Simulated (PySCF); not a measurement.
# ErH6N (Er(H)3(NH3)): the cost of one run

Program: PySCF 2.14.0. Level of theory: several levels, as the steps say, no spin–orbit coupling. These are calculated values, not measurements.

## 1. Starting geometry

8 atoms, charge 0, spin multiplicity 1.

Bond lengths: Er1–H2 2.013 Å, Er1–H3 2.013 Å, Er1–H4 2.013 Å, Er1–N5 2.453 Å, N5–H6 1.023 Å, N5–H7 1.023 Å, N5–H8 1.023 Å. Angles: H2–Er1–H3 118.8°, H2–Er1–H4 118.8°, H2–Er1–N5 96.3°, H3–Er1–H4 118.8°, H3–Er1–N5 96.3°, H4–Er1–N5 96.3°, Er1–N5–H6 112.2°, Er1–N5–H7 112.2°, Er1–N5–H8 112.2°, H6–N5–H7 106.6°, H6–N5–H8 106.6°, H7–N5–H8 106.6°.

Coordinates:

```xyz
8
ErH6N
Er    0.2254   -0.2254    0.2254
H     1.1698    1.2802    1.1698
H    -1.2802   -1.1698    1.1698
H     1.1698   -1.1698   -1.2802
N    -1.1907    1.1907   -1.1907
H    -1.8006    1.8006   -0.6412
H    -0.6412    1.8006   -1.8006
H    -1.8006    0.6412   -1.8006
```

Formal oxidation states: Er +3. Each metal's 11 4f electrons lie in its core potential, so multiplicities, spins and levels count the valence alone. An earlier session relaxed this geometry at PBE0, Er lcecp-1-SVP with ECP57, H def2-SVP, N def2-SVP (singlet, point group C3v).

At PBE0 on the finer grid: E = -96.437515 Eh, HOMO -6.30 eV, LUMO -0.28 eV, Mulliken charge on Er1 +0.54 e, largest force component 0.004 eV/Å. 

Levels to run: TPSS; HF; PBE0, TZVP. Hardware: 2 threads of Intel Xeon at 2.50GHz (Skylake/Cascade Lake), shared host.

## 2. TPSS

Contents of run.py (the lines that set the calculation):

```python
mol = gto.M(atom='''
Er     0.22541    -0.22541     0.22541
H      1.16984     1.28019     1.16984
H     -1.28019    -1.16984     1.16984
H      1.16984    -1.16984    -1.28019
N     -1.19069     1.19069    -1.19069
H     -1.80064     1.80064    -0.64124
H     -0.64124     1.80064    -1.80064
H     -1.80064     0.64124    -1.80064''',
    basis={'Er': 'lcecp-1-SVP', 'H': 'def2-SVP', 'N': 'def2-SVP'},
    ecp={'Er': 'lcecp-1-SVP'},
    charge=0, spin=0)
mf = dft.RKS(mol, xc='TPSS')
mf.grids.atom_grid = (75, 302)  # f atoms: unpruned, at least (60, 302)
mf = mf.density_fit()  # fitting sets: Er AutoAux, H def2-universal-JKFIT, N def2-universal-JKFIT
mf.conv_tol = 1e-08; mf.max_cycle = 55
mf.kernel(dm0)  # dm0: the density of the relaxed state
```

Command:

```sh
$ OMP_NUM_THREADS=2 python run.py
```

**Question.** How long does this run take on 2 threads of Intel Xeon at 2.50GHz (Skylake/Cascade Lake), shared host?

About 17 s.
